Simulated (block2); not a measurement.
# SnH2Cl (SMILES [Cl][SnH2]), step by step

We compute a series of 13 runs (DMRG/STO-6G) of ClH2Sn. The setting varied is the bond dimension. Input form: a Python script.

The calculation is run with block2 0.5.4.

2 further runs of the same task are left out: 2 set aside as unsound or not needed.

## (1) The system as given

SnH2Cl has 4 atoms, charge 0, and is taken as a doublet. SMILES: `[Cl][SnH2]`. Geometry: relaxed at PBE0-D4/def2-TZVP.

Bond lengths: Cl1–Sn2 2.343 Å, Sn2–H3 1.723 Å, Sn2–H4 1.723 Å. Angles: Cl1–Sn2–H3 105.0°, Cl1–Sn2–H4 105.0°, H3–Sn2–H4 111.9°.

## (2) A single-point energy at DMRG/STO-6G (start occupation bias 0.1) (run 2)

File run_dmrg.py:

```python
import numpy as np
from pyscf import gto, mcscf, mp, scf
from pyblock2._pyscf.ao2mo import integrals as itg
from pyblock2.driver.core import DMRGDriver, SymmetryTypes

geom = """
Cl    -1.882600     0.398400    -0.585000
Sn     0.380000    -0.179600    -0.397100
H      0.412500    -1.500000     0.709600
H      1.145500     1.221000     0.252100
"""
mol = gto.M(
    atom=geom,
    basis="sto-6g",
    spin=1,
    verbose=4,
)
print("basis functions          = %d" % (mol.nao))
mf = scf.ROHF(mol)
mf.conv_tol = 1e-10
mf.max_cycle = 200
mf.kernel()
if not mf.converged:
    mf = mf.newton().run(mf.mo_coeff, mf.mo_occ)
print("E(SCF)                   = %.10f" % (mf.e_tot))
occ_no, mo = mcscf.addons.make_natural_orbitals(mp.MP2(mf.to_uhf(), frozen=23).run())
mf.mo_coeff = mo
ncas, n_elec, spin, ecore, h1e, g2e, orb_sym = itg.get_rhf_integrals(mf, ncore=23, ncas=15, pg_symm=False, g2e_symm=1)
dmrg = DMRGDriver(scratch="./tmp", symm_type=SymmetryTypes.SU2, stack_mem=1500 << 20, n_threads=1)
idx = dmrg.orbital_reordering(h1e, g2e, method="fiedler")
print("orbital order:", idx.tolist())
h1e = h1e[np.ix_(idx, idx)]
g2e = g2e[np.ix_(idx, idx, idx, idx)]
orb_sym = np.array(orb_sym)[idx]
dmrg.initialize_system(n_sites=ncas, n_elec=n_elec, spin=spin, orb_sym=orb_sym)
mpo = dmrg.get_qc_mpo(h1e=h1e, g2e=g2e, ecore=ecore, iprint=0)
occs = np.array([1.9] * 11 + [1.0] * 1 + [0.1] * 3)[idx]
psi = dmrg.get_random_mps(tag="GS", bond_dim=5, nroots=1, occs=occs)
bond_dims = [5] * 3 + [10] * 4
noises = [0.0001] * 3 + [1e-05] * 4 + [0]
thrds = [1e-08] * 7
e = dmrg.dmrg(mpo, psi, n_sweeps=13, tol=1e-06, bond_dims=bond_dims, noises=noises, thrds=thrds, iprint=1)
ms, dws, es = dmrg.get_dmrg_results()
print("discarded weight         = %.3e" % (dws[-1]))
print(f"total energy             = {e:.10f}")
dm1 = dmrg.get_1pdm(psi)
print("occupation numbers       =", np.round(np.linalg.eigvalsh(dm1)[::-1], 5).tolist())
c_act = mf.mo_coeff[:, 23:38][:, idx]
dm_ao = c_act @ dm1 @ c_act.T + 2 * mf.mo_coeff[:, :23] @ mf.mo_coeff[:, :23].T
print("dipole / D               =", np.round(scf.hf.dip_moment(mol, dm_ao, verbose=0), 4).tolist())
print(f"max block entropy        = {max(dmrg.get_bipartite_entanglement(psi)):.4f}")
```

Command:

```sh
$ python run_dmrg.py
```

The log of the run:

```text
[INPUT] verbose = 4
[... 56 lines left out ...]
converged SCF energy = -6453.52946350314
[... 42 lines left out ...]
Sweep =   10 | Direction =  forward | Bond dimension =   10 | Noise =  0.00e+00 | Dav threshold =  1.00e-07
Time elapsed =      1.022 | E =   -6453.5706854386 | DE = -7.82e-05 | DW = 1.05729e-03

Sweep =   11 | Direction = backward | Bond dimension =   10 | Noise =  0.00e+00 | Dav threshold =  1.00e-07
Time elapsed =      1.123 | E =   -6453.5706855071 | DE = -6.85e-08 | DW = 1.05672e-03

discarded weight         = 1.057e-03
total energy             = -6453.5706855071
occupation numbers       = [2.0, 1.99999, 1.99999, 1.99996, 1.99988, 1.99983, 1.99981, 1.99948, 1.98885, 1.97615, 1.96705, 1.00182, 0.02864, 0.025, 0.01356]
dipole / D               = [3.5874, -1.0604, -0.5607]
max block entropy        = 0.2113
```

Wall time 3.6 s (1 thread of AMD EPYC 9R45 (Zen 5), shared host); peak memory 0.28 GiB.

## (3) The energy at DMRG/STO-6G (start occupation bias 0.1) (run 3)

File run_dmrg.py:

```python
import numpy as np
from pyscf import gto, mcscf, mp, scf
from pyblock2._pyscf.ao2mo import integrals as itg
from pyblock2.driver.core import DMRGDriver, SymmetryTypes

geom = """
Cl    -1.882600     0.398400    -0.585000
Sn     0.380000    -0.179600    -0.397100
H      0.412500    -1.500000     0.709600
H      1.145500     1.221000     0.252100
"""
mol = gto.M(
    atom=geom,
    basis="sto-6g",
    spin=1,
    verbose=3,
    max_memory=2000,
)
print("nao = %d" % (mol.nao))
mf = scf.ROHF(mol)
mf.conv_tol = 1e-10
mf.max_cycle = 200
mf.kernel()
if not mf.converged:
    mf = mf.newton().run(mf.mo_coeff, mf.mo_occ)
print(f"E(SCF) = {mf.e_tot:.10f}")
# rotate to MP2 natural orbitals
occ_no, mo = mcscf.addons.make_natural_orbitals(mp.MP2(mf.to_uhf(), frozen=23).run())
mf.mo_coeff = mo
ncas, n_elec, spin, ecore, h1e, g2e, orb_sym = itg.get_rhf_integrals(mf, ncore=23, ncas=15, pg_symm=False, g2e_symm=1)
driver = DMRGDriver(scratch="./tmp", symm_type=SymmetryTypes.SU2, stack_mem=1500 << 20, n_threads=1)
# order the orbitals along the chain
idx = driver.orbital_reordering(h1e, g2e, method="fiedler")
print("orbital order:", idx.tolist())
h1e = h1e[np.ix_(idx, idx)]
g2e = g2e[np.ix_(idx, idx, idx, idx)]
orb_sym = np.array(orb_sym)[idx]
driver.initialize_system(n_sites=ncas, n_elec=n_elec, spin=spin, orb_sym=orb_sym)
mpo = driver.get_qc_mpo(h1e=h1e, g2e=g2e, ecore=ecore, iprint=0)
occs = np.array([1.9] * 11 + [1.0] * 1 + [0.1] * 3)[idx]
ket = driver.get_random_mps(tag="GS", bond_dim=10, nroots=1, occs=occs)
bond_dims = [10] * 3 + [20] * 4
noises = [0.0001] * 3 + [1e-05] * 4 + [0]
thrds = [1e-08] * 7
e = driver.dmrg(mpo, ket, n_sweeps=13, tol=1e-06, bond_dims=bond_dims, noises=noises, thrds=thrds, iprint=1)
ms, dws, es = driver.get_dmrg_results()
print("discarded weight = %.3e" % (dws[-1]))
print(f"total energy = {e:.10f}")
dm1 = driver.get_1pdm(ket)
print("occupation numbers =", np.round(np.linalg.eigvalsh(dm1)[::-1], 5).tolist())
c_act = mf.mo_coeff[:, 23:38][:, idx]
dm_ao = c_act @ dm1 @ c_act.T + 2 * mf.mo_coeff[:, :23] @ mf.mo_coeff[:, :23].T
print("dipole / D =", np.round(scf.hf.dip_moment(mol, dm_ao, verbose=0), 4).tolist())
print("largest bipartite entropy = %.4f" % (max(driver.get_bipartite_entanglement(ket))))
```

Command:

```sh
$ python run_dmrg.py
```

The log of the run:

```text
nao = 38
converged SCF energy = -6453.52946350314
E(SCF) = -6453.5294635031
E(UMP2) = -6453.55946030855  E_corr = -0.029996805402303
E(SCS-UMP2) = -6453.56442195066  E_corr = -0.0349584475165765
orbital order: [7, 5, 6, 8, 9, 10, 12, 14, 13, 11, 3, 4, 2, 0, 1]

Sweep =    0 | Direction =  forward | Bond dimension =   10 | Noise =  1.00e-04 | Dav threshold =  1.00e-08
Time elapsed =      0.092 | E =   -6453.5443729993 | DW = 2.05044e-05

[... 27 lines left out ...]
Sweep =   10 | Direction =  forward | Bond dimension =   20 | Noise =  0.00e+00 | Dav threshold =  1.00e-07
Time elapsed =      1.942 | E =   -6453.5747048723 | DE = -1.64e-05 | DW = 2.17053e-04

Sweep =   11 | Direction = backward | Bond dimension =   20 | Noise =  0.00e+00 | Dav threshold =  1.00e-07
Time elapsed =      2.129 | E =   -6453.5747054994 | DE = -6.27e-07 | DW = 2.16276e-04

discarded weight = 2.163e-04
total energy = -6453.5747054994
occupation numbers = [1.99997, 1.99997, 1.99997, 1.99987, 1.99983, 1.99978, 1.99926, 1.99825, 1.98657, 1.9734, 1.96479, 1.00126, 0.0328, 0.02756, 0.01672]
dipole / D = [3.4975, -1.0318, -0.5274]
largest bipartite entropy = 0.2561
```

Wall time 4.8 s (1 thread of AMD EPYC 9R45 (Zen 5), shared host); peak memory 0.28 GiB.

Run 4 isn't shown in full; the table further down has it.

## (4) A single-point energy at DMRG/STO-6G (start occupation bias 0.1) (run 5)

File run_dmrg.py:

```python
import numpy as np
from pyscf import gto, mcscf, mp, scf
from pyblock2._pyscf.ao2mo import integrals as itg
from pyblock2.driver.core import DMRGDriver, SymmetryTypes

mol = gto.M(atom="""
Cl    -1.882600     0.398400    -0.585000
Sn     0.380000    -0.179600    -0.397100
H      0.412500    -1.500000     0.709600
H      1.145500     1.221000     0.252100
""", basis="sto-6g", spin=1, verbose=3, max_memory=2000)
print("basis functions         : %d" % (mol.nao))
mf = scf.ROHF(mol)
mf.conv_tol = 1e-10
mf.max_cycle = 200
mf.kernel()
if not mf.converged:
    mf = mf.newton().run(mf.mo_coeff, mf.mo_occ)
print(f"SCF energy              : {mf.e_tot:.10f}")
occ_no, mo = mcscf.addons.make_natural_orbitals(mp.MP2(mf.to_uhf(), frozen=23).run())
mf.mo_coeff = mo
ncas, n_elec, spin, ecore, h1e, g2e, orb_sym = itg.get_rhf_integrals(mf, ncore=23, ncas=15, pg_symm=False, g2e_symm=1)
driver = DMRGDriver(scratch="./tmp", symm_type=SymmetryTypes.SU2, stack_mem=1500 << 20, n_threads=1)
idx = driver.orbital_reordering(h1e, g2e, method="fiedler")
print("orbital order:", idx.tolist())
h1e = h1e[np.ix_(idx, idx)]
g2e = g2e[np.ix_(idx, idx, idx, idx)]
orb_sym = np.array(orb_sym)[idx]
driver.initialize_system(n_sites=ncas, n_elec=n_elec, spin=spin, orb_sym=orb_sym)
mpo = driver.get_qc_mpo(h1e=h1e, g2e=g2e, ecore=ecore, iprint=1)
occs = np.array([1.9] * 11 + [1.0] * 1 + [0.1] * 3)[idx]
ket = driver.get_random_mps(tag="GS", bond_dim=25, nroots=1, occs=occs)
bond_dims = [25] * 3 + [50] * 4
noises = [0.0001] * 3 + [1e-05] * 4 + [0]
thrds = [1e-08] * 7
e = driver.dmrg(mpo, ket, n_sweeps=13, tol=1e-06, bond_dims=bond_dims, noises=noises, thrds=thrds, iprint=1)
ms, dws, es = driver.get_dmrg_results()
print("discarded weight        : %.3e" % (dws[-1]))
print("final energy            : %.10f" % (e))
dm1 = driver.get_1pdm(ket)
print("occupation numbers      :", np.round(np.linalg.eigvalsh(dm1)[::-1], 5).tolist())
c_act = mf.mo_coeff[:, 23:38][:, idx]
dm_ao = c_act @ dm1 @ c_act.T + 2 * mf.mo_coeff[:, :23] @ mf.mo_coeff[:, :23].T
print("dipole moment (debye)   :", np.round(scf.hf.dip_moment(mol, dm_ao, verbose=0), 4).tolist())
print("largest bipartite entropy: %.4f" % (max(driver.get_bipartite_entanglement(ket))))
```

Command:

```sh
$ python run_dmrg.py
```

The log of the run:

```text
basis functions         : 38
converged SCF energy = -6453.52946350314
SCF energy              : -6453.5294635031
E(UMP2) = -6453.55946030855  E_corr = -0.029996805402303
E(SCS-UMP2) = -6453.56442195066  E_corr = -0.0349584475165765
orbital order: [7, 5, 6, 8, 9, 10, 12, 14, 13, 11, 3, 4, 2, 0, 1]
integral symmetrize error =  0.0
integral cutoff error =  0.0
mpo terms =      28923

[... 48 lines left out ...]
Sweep =    9 | Direction = backward | Bond dimension =   50 | Noise =  0.00e+00 | Dav threshold =  1.00e-07
Time elapsed =      4.314 | E =   -6453.5763602168 | DE = -1.80e-06 | DW = 4.07711e-05

Sweep =   10 | Direction =  forward | Bond dimension =   50 | Noise =  0.00e+00 | Dav threshold =  1.00e-07
Time elapsed =      4.822 | E =   -6453.5763604661 | DE = -2.49e-07 | DW = 4.08399e-05

discarded weight        : 4.084e-05
final energy            : -6453.5763604661
occupation numbers      : [1.99995, 1.99995, 1.99993, 1.9998, 1.99979, 1.99974, 1.99888, 1.99749, 1.98434, 1.97141, 1.96291, 1.00194, 0.0348, 0.02938, 0.01969]
dipole moment (debye)   : [3.438, -1.0174, -0.542]
largest bipartite entropy: 0.2829
```

Wall time 7.5 s (1 thread of AMD EPYC 9R45 (Zen 5), shared host); peak memory 0.29 GiB.

Runs 6 to 14 aren't shown in full; the table further down has their settings and results.

## (5) The singlet cation: the energy at DMRG/STO-6G (start occupation bias 0.2) (run 15)

File run_dmrg.py:

```python
import numpy as np
from pyscf import gto, mcscf, mp, scf
from pyblock2._pyscf.ao2mo import integrals as itg
from pyblock2.driver.core import DMRGDriver, SymmetryTypes

mol = gto.M(atom="""
Cl    -3.55759840     0.75286689    -1.10548978
Sn     0.71809593    -0.33939481    -0.75041024
H      0.77951203    -2.83458919     1.34094966
H      2.16468128     2.30735560     0.47639996
""", basis="sto-6g", unit="bohr", charge=1, spin=0, verbose=3, max_memory=2000)
print("basis functions          = %d" % (mol.nao))
mf = scf.RHF(mol)
mf.conv_tol = 1e-10
mf.max_cycle = 200
mf.kernel()
if not mf.converged:
    mf = mf.newton().run(mf.mo_coeff, mf.mo_occ)
print("reference energy         = %.10f" % (mf.e_tot))
# rotate to MP2 natural orbitals
occ_no, mo = mcscf.addons.make_natural_orbitals(mp.MP2(mf, frozen=23).run())
mf.mo_coeff = mo
ncas, n_elec, spin, ecore, h1e, g2e, orb_sym = itg.get_rhf_integrals(mf, ncore=23, ncas=15, pg_symm=False, g2e_symm=1)
driver = DMRGDriver(scratch="./tmp", symm_type=SymmetryTypes.SU2, stack_mem=1500 << 20, n_threads=1)
# orbital ordering
idx = driver.orbital_reordering(h1e, g2e, method="fiedler")
print("orbital order:", idx.tolist())
h1e = h1e[np.ix_(idx, idx)]
g2e = g2e[np.ix_(idx, idx, idx, idx)]
orb_sym = np.array(orb_sym)[idx]
driver.initialize_system(n_sites=ncas, n_elec=n_elec, spin=spin, orb_sym=orb_sym)
mpo = driver.get_qc_mpo(h1e=h1e, g2e=g2e, ecore=ecore, iprint=1)
occs = np.array([1.8] * 11 + [0.2] * 4)[idx]
ket = driver.get_random_mps(tag="GS", bond_dim=75, nroots=1, occs=occs)
bond_dims = [75] * 3 + [150] * 4
noises = [0.0001] * 3 + [1e-05] * 4 + [0]
thrds = [1e-08] * 7
e = driver.dmrg(mpo, ket, n_sweeps=13, tol=1e-06, bond_dims=bond_dims, noises=noises, thrds=thrds, iprint=2)
ms, dws, es = driver.get_dmrg_results()
print("discarded weight         = %.3e" % (dws[-1]))
print("E(final)                 = %.10f" % (e))
csf, coef = driver.get_csf_coefficients(ket, cutoff=0.1, iprint=1)
print(f"c0^2                     = {np.max(np.abs(coef)) ** 2:.4f}")
```

Command:

```sh
$ python run_dmrg.py
```

The log of the run:

```text
basis functions          = 38
converged SCF energy = -6453.29398795259
reference energy         = -6453.2939879526
E(RMP2) = -6453.33719402029  E_corr = -0.0432060677003934
E(SCS-RMP2) = -6453.34291250351  E_corr = -0.0489245509149802
orbital order: [5, 7, 10, 6, 8, 9, 11, 12, 14, 13, 3, 4, 2, 0, 1]
integral symmetrize error =  0.0
integral cutoff error =  0.0
mpo terms =      28933

[... 91 lines left out ...]
 --> Site =    7-   8 .. Mmps =   75 Ndav =   4 E =  -6453.3609417027 Error = 1.79e-06 FLOPS = 9.54e+09 Tdav = 0.05 T = 0.25
[... 64 lines left out ...]
 <-- Site =   10-  11 .. Mmps =   80 Ndav =   1 E =  -6453.3610774107 Error = 0.00e+00 FLOPS = 5.31e+09 Tdav = 0.00 T = 0.04
[... 50 lines left out ...]
 <-- Site =    5-   6 .. Mmps =  150 Ndav =   2 E =  -6453.3610785713 Error = 2.52e-07 FLOPS = 1.28e+10 Tdav = 0.08 T = 0.23
 <-- Site =    4-   5 .. Mmps =  150 Ndav =   2 E =  -6453.3610778718 Error = 1.32e-08 FLOPS = 1.04e+10 Tdav = 0.04 T = 0.13
 <-- Site =    3-   4 .. Mmps =  127 Ndav =   1 E =  -6453.3610778192 Error = 1.05e-19 FLOPS = 8.15e+09 Tdav = 0.01 T = 0.06
 <-- Site =    2-   3 .. Mmps =   43 Ndav =   1 E =  -6453.3610778192 Error = 2.89e-20 FLOPS = 4.26e+09 Tdav = 0.00 T = 0.03
 <-- Site =    1-   2 .. Mmps =   16 Ndav =   1 E =  -6453.3610778192 Error = 1.84e-20 FLOPS = 1.45e+09 Tdav = 0.00 T = 0.01
 <-- Site =    0-   1 .. Mmps =    7 Ndav =   1 E =  -6453.3610778192 Error = 1.17e-20 FLOPS = 7.07e+07 Tdav = 0.00 T = 0.00
[... 8 lines left out ...]
discarded weight         = 5.471e-07
E(final)                 = -6453.3610790642
DTRIE T =      0.001
Number of CSF =          1 (cutoff =       0.1)
Sum of weights of included CSF =    0.906982219654922

CSF          0 222222000022222  =    0.952356141186123
c0^2                     = 0.9070
```

It took 16 s on 1 thread of AMD EPYC 9R45 (Zen 5), shared host; peak memory 0.42 GiB.

## (6) Overview of the runs

```
run                                    level  bond dimension  bond dims  partner    energy (Eh)  wall time
  2  DMRG/STO-6G (start occupation bias 0.1)              10    (5, 10)     base   -6453.570686      3.6 s
  3  DMRG/STO-6G (start occupation bias 0.1)              20   (10, 20)     base   -6453.574705      4.8 s
  4  DMRG/STO-6G (start occupation bias 0.1)              35   (17, 35)     base   -6453.576031      6.3 s
  5  DMRG/STO-6G (start occupation bias 0.1)              50   (25, 50)     base   -6453.576360      7.5 s
  6  DMRG/STO-6G (start occupation bias 0.1)              75   (37, 75)     base   -6453.576414      8.1 s
  7  DMRG/STO-6G (start occupation bias 0.1)             100  (50, 100)     base   -6453.576432       11 s
  9  DMRG/STO-6G (start occupation bias 0.2)              10    (5, 10)   cation  not converged      3.9 s
 10  DMRG/STO-6G (start occupation bias 0.2)              20   (10, 20)   cation   -6453.358771      4.5 s
 11  DMRG/STO-6G (start occupation bias 0.2)              35   (17, 35)   cation   -6453.360316      5.1 s
 12  DMRG/STO-6G (start occupation bias 0.2)              50   (25, 50)   cation   -6453.360931      6.3 s
 13  DMRG/STO-6G (start occupation bias 0.2)              75   (37, 75)   cation   -6453.361049      9.3 s
 14  DMRG/STO-6G (start occupation bias 0.2)             100  (50, 100)   cation   -6453.361069       11 s
 15  DMRG/STO-6G (start occupation bias 0.2)             150  (75, 150)   cation   -6453.361079       16 s
```

Convergence of the total energy of doublet SnH2Cl with the bond dimension, against the last point:

```
bond dimension  from the last (mEh)  wall time
            10               +5.747      3.6 s
            20               +1.727      4.8 s
            35               +0.401      6.3 s
            50               +0.072      7.5 s
            75               +0.018      8.1 s
           100               +0.000       11 s
```

Convergence of the dipole moment (of the density that the program reports) of doublet SnH2Cl with the bond dimension, against the last point:

```
bond dimension  from the last (D)  wall time
            10            +0.1589      3.6 s
            20            +0.0607      4.8 s
            35            +0.0085      6.3 s
            50            +0.0024      7.5 s
            75            +0.0007      8.1 s
           100            +0.0000       11 s
```

## (7) Summary of results

```
                            quantity           value
singlet cation, run 15: total energy  -6453.36108 Eh
```

For the total energy of doublet SnH2Cl to stay within 5 mEh of the last point, 20 is the first point of the series from which all later ones do (4.8 s against 11 s). For the total energy of doublet SnH2Cl to stay within 1 mEh of the last point, 35 is the first point of the series from which all later ones do (6.3 s against 11 s). For the dipole moment (of the density that the program reports) of doublet SnH2Cl to stay within 0.1 D of the last point, 20 is the first point of the series from which all later ones do (4.8 s against 11 s). For the dipole moment (of the density that the program reports) of doublet SnH2Cl to stay within 0.02 D of the last point, 35 is the first point of the series from which all later ones do (6.3 s against 11 s). In runs 2, 3, 4, 5, 6, 7, 10, 11 and more the basis is minimal, so the values are rough. In runs 2, 3, 4, 5, 6, 7, 10, 11 and more relativity is left out where basis or elements ask for it. All runs together took 96 s, the longest 16 s. 1 of the 13 runs did not end normally.
